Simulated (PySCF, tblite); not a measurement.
# C₆H₆NO₂ radical: geometry, infrared bands and EPR parameters

Aim: predict the infrared bands and EPR parameters of C₆H₆NO₂ radical (`[H]/[C]=C1\[C@@H](C=O)[C@@H]1NC=O`).

Computed with tblite 0.8.0 and PySCF 2.14.0, with density-fitted response routines of our own, on a single molecule in the gas phase. Atoms are numbered from 0 throughout.

### Step 1. Starting geometry

15 atoms, charge 0, multiplicity 2; geometry from: force field or distance geometry start.

Bonds of the start (Å): C0–C1 1.30, C1–C2 1.46, C2–C3 1.48, C3–O4 1.24, C2–C5 1.50, C5–N6 1.44, N6–C7 1.37, C7–O8 1.23, C5–C1 1.46, C0–H9 1.07, C2–H10 1.08, C3–H11 1.09, C5–H12 1.08, N6–H13 1.01, C7–H14 1.09.

### Step 2. Optimising the geometry with GFN2-xTB

What the job is given:

```
{"job": {"kind": "relax", "xc": "GFN2-xTB", "basis": "xTB"}, "charge": 0, "multiplicity": 2}
C     -0.405200     2.040600     0.134800
C     -0.768400     0.897100    -0.357400
C     -1.146200    -0.210200     0.512200
C     -2.376500    -0.917900     0.091800
O     -2.692300    -1.974800     0.658000
C      0.076800    -0.290500    -0.350000
N      1.397500    -0.221400     0.212600
C      2.534900    -0.231100    -0.557800
O      2.566500    -0.316000    -1.780600
H     -0.125700     2.996000     0.515700
H     -1.040700    -0.073900     1.575400
H     -2.993500    -0.485700    -0.700900
H      0.021500    -0.883400    -1.246300
H      1.506600    -0.160700     1.218600
H      3.440200    -0.160000     0.052000
```

Run with:

```console
$ OMP_NUM_THREADS=1 python probes_run.py task.json out
```

The driver reads the jobs from task.json and runs them one after another.

**Question.** This job is followed by: GFN2-xTB harmonic vibrations, gas phase; UKS B3LYP, pcH-1 on C H N O, non-relativistic, mean-field spin-orbit, GIAO. Predict these results of the whole session: strongest single infrared mode (GFN2-xTB); zero-point energy (GFN2-xTB); g(iso) (B3LYP); ⟨S²⟩; largest a(iso); potential on the surface of density 0.002 e/bohr³, 1st and 99th percentile.

The runs gave:

| quantity | value |
| --- | --- |
| strongest single infrared mode (GFN2-xTB) | 1701 cm⁻¹, 742 km/mol |
| zero-point energy (GFN2-xTB) | 64.9 kcal/mol |
| g(iso) (B3LYP) | 2.00267 |
| ⟨S²⟩ | 0.762 (exact 0.75) |
| largest a(iso) | 13C on C0, 147.4 MHz |
| potential on the surface of density 0.002 e/bohr³, 1st and 99th percentile | -1.68 V and 2.57 V |

In words: Over 124 steps the energy fell by 1.581 eV; of the close pairs, C1–C2 changed most, 1.458 to 1.587 Å. All 39 modes are real, so the xTB geometry is a minimum. The strongest single mode, at 1701 cm⁻¹, moves mainly C3 and O4. GFN2-xTB is a fitted tight-binding method: band positions and strengths are rough. Its intensities can rank the bands wrongly. C0 carries the largest spin population, 0.87 e. The isotropic g lies 0.4 ppt above the free-electron value. The conformer search found further structures of the same energy, which may be mirror or relabelled copies of this one.
